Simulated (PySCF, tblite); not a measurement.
# C6H12FNSi: geometry, infrared bands and NMR shifts

Aim: predict the infrared bands and NMR shifts of C6H12FNSi (`CC(C)C[SiH2][C@H](F)C#N`).

The runs use tblite 0.8.0 and PySCF 2.14.0, with density-fitted response routines of our own; the level of theory stands in each step. All values are computed, except where a source is named. Atoms count from 0, in the outputs and in this text.

## Step 1: The molecule as given

21 atoms, charge 0, multiplicity 1; geometry from: force field or distance geometry start.

Bonds of the start (Å): C0–C1 1.52, C1–C2 1.51, C1–C3 1.51, C3–Si4 1.86, Si4–C5 1.84, C5–F6 1.39, C5–C7 1.46, C7–N8 1.13, C0–H9 1.11, C0–H10 1.10, C0–H11 1.11, C1–H12 1.12, C2–H13 1.11, C2–H14 1.09, C2–H15 1.12, C3–H16 1.12, C3–H17 1.09, Si4–H18 1.45, Si4–H19 1.47, C5–H20 1.11.

## Step 2: Geometry optimisation with GFN2-xTB

The job: settings as JSON, then the geometry in Å.

```
{"job": {"kind": "relax", "xc": "GFN2-xTB", "basis": "xTB"}, "charge": 0, "multiplicity": 1}
C     -1.836400    -0.850300    -0.868900
C     -1.286100    -0.241200     0.407100
C     -2.226500     0.895100     0.747200
C      0.055200     0.408000     0.162300
Si     1.264600    -0.864000    -0.458700
C      2.952800    -0.159700    -0.691200
F      3.904100    -0.754600     0.131800
C      2.966900     1.295900    -0.548700
N      2.960100     2.423000    -0.447500
H     -1.872200    -0.043000    -1.623500
H     -1.189900    -1.645800    -1.266700
H     -2.872200    -1.182700    -0.673100
H     -1.238800    -0.978300     1.251500
H     -3.234700     0.434800     0.863200
H     -1.911800     1.548500     1.557800
H     -2.303900     1.476800    -0.208200
H      0.448100     0.818600     1.129700
H     -0.035100     1.179400    -0.609100
H      1.340300    -1.987300     0.457200
H      0.822600    -1.359200    -1.768500
H      3.283900    -0.397200    -1.720900
```

The run is started by

```sh
$ OMP_NUM_THREADS=1 python probes_run.py task.json out
```

The driver reads the jobs from task.json and runs them one after another.

**Question.** This job is followed by: GFN2-xTB harmonic vibrations, gas phase; GIAO PBE0/pcSseg-1 NMR shielding, non-relativistic, gas phase. Predict these results of the whole session: strongest single infrared mode (GFN2-xTB); zero-point energy (GFN2-xTB); 13C shifts against TMS (PBE0/pcSseg-1); 1H shifts against TMS (PBE0/pcSseg-1, means over atoms taken as alike); 29Si shifts against TMS (PBE0/pcSseg-1); 19F shifts against CFCl3 (PBE0/pcSseg-1); 15N shifts against NH3 (PBE0/pcSseg-1).

As calculated:

```
                                                              quantity                                               value
                             strongest single infrared mode (GFN2-xTB)                               2255 cm⁻¹, 333 km/mol
                                          zero-point energy (GFN2-xTB)                                      103.3 kcal/mol
                                13C shifts against TMS (PBE0/pcSseg-1)             121.7, 73.9, 29.6, 29.4, 26.5, 20.4 ppm
1H shifts against TMS (PBE0/pcSseg-1, means over atoms taken as alike)  5.37, 4.34, 4.31, 1.70, 1.48, 1.17, 1.14, 0.99 ppm
                               29Si shifts against TMS (PBE0/pcSseg-1)                                           -36.2 ppm
                              19F shifts against CFCl3 (PBE0/pcSseg-1)                                          -268.7 ppm
                                15N shifts against NH3 (PBE0/pcSseg-1)                                           323.6 ppm
```

In words: The optimisation took 198 steps and gained 0.625 eV; among the close pairs (by a distance rule), Si4–C5 changed most, from 1.844 to 1.946 Å. No mode is imaginary among the 57: a minimum at this level. The strongest single mode, at 2255 cm⁻¹, moves mainly H19. GFN2-xTB is a fitted tight-binding method: band positions and strengths are rough. Its intensities can rank the bands wrongly. The most deshielded carbon is C7 (nitrile carbon), at 121.7 ppm: this is the usual window of a C≡N carbon, which has no attached hydrogen. H20 (hydrogen on an sp3 CH bonded to F and Si, α to a nitrile) lies farthest downfield among hydrogen, at 5.37 ppm; its carbon carries F, an electronegative neighbour. At PBE0/pcSseg-1: The widest tensor belongs to N8: span 465 ppm, with a paramagnetic part of -395 ppm.
